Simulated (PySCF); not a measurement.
**GaBr: bond curves at several levels of theory**

What are the lowest state that PBE0 finds, the bond length, vibrational wavenumber and bond energy of GaBr, and how much do these hang on the method?

Computed with PySCF 2.14.0. Level: Ga x2c-SVPall, Br x2c-SVPall, spin-free X2C with a Gaussian nucleus.

## (1) Input

Settings of the job:

```json
{
 "atoms": "Ga, Br",
 "charge": "0",
 "basis": "Ga x2c-SVPall, Br x2c-SVPall",
 "Hamiltonian": "spin-free X2C with a Gaussian nucleus",
 "basis functions": "64",
 "electrons treated": "66",
 "masses in u": "68.9256, 78.9183",
 "levels": "PBE0, PBE, r²SCAN, M06-2X, MN15, B3LYP, HF, MP2, SCS-MP2, CCSD, CCSD(T)",
 "grid": "80 radial by 434 angular points",
 "occupations": "held fixed by the projection of orbital angular momentum",
 "dissociation limit": "Ga + Br, each in its ground configuration",
 "starting distance in angstrom": "2.320",
 "values of 2S to try": "0, 2"
}
```

Started as:

```console
$ OMP_NUM_THREADS=1 python dia.py task.json out
```

Further steps of the session: The PBE0 curve of the state that the search chose; Higher solutions at PBE0; PBE; r²SCAN (meta-GGA); M06-2X (hybrid meta-GGA); MN15; B3LYP; RHF; Adding correlation.

Before running it: what results should come out? Wanted: for each run, Re; ωe; De; μ.

**Answer**, as computed:

Lowest PBE0 solution found, without spin–orbit coupling: ¹Σ⁺ (singlet), closed shell. State 2 has its PBE0 minimum 3.44 eV higher. The other levels ran on the lowest alone.

```tsv
level	Re (Å)	ωe (cm⁻¹)	De (eV)	μ (D)
RHF	2.387	263.4	3.20	-2.68
RHF-MP2	2.350	280.1	4.23	n/a
RHF-SCS-MP2	2.361	275.3	4.09	n/a
RHF-CCSD	2.362	275.6	3.99	n/a
RHF-CCSD(T)	2.361	276.0	4.07	n/a
PBE	2.381	264.7	4.51	-2.12
r²SCAN	2.357	274.2	4.47	-2.11
B3LYP	2.386	263.3	4.28	-2.34
PBE0	2.364	271.7	4.38	-2.29
MN15	2.347	277.4	4.32	-2.02
M06-2X	2.384	267.0	4.23	-2.42
```

De is counted to Ga + Br in their ground configurations. A positive dipole means Ga(−)Br(+).

Differences from CCSD(T) in the same basis:

```tsv
level	Re (mÅ)	ωe (%)
RHF	+26	-4.5
RHF-MP2	-11	+1.5
RHF-SCS-MP2	0	-0.2
RHF-CCSD	+1	-0.1
PBE	+20	-4.1
r²SCAN	-5	-0.7
B3LYP	+24	-4.6
PBE0	+3	-1.5
MN15	-15	+0.5
M06-2X	+23	-3.2
```

In words: Judged by CCSD(T) in the same basis: best bond length RHF-SCS-MP2 (0 mÅ), worst RHF (+26 mÅ); best wavenumber RHF-CCSD (-0.1 %), worst B3LYP (-4.6 %). CCSD(T) in a basis this small is itself some way from its limit, more so than the functionals. Among the levels with a De in the table, it runs from 3.20 eV (RHF) to 4.51 eV (PBE).

Correlated steps freeze 18 core orbitals.
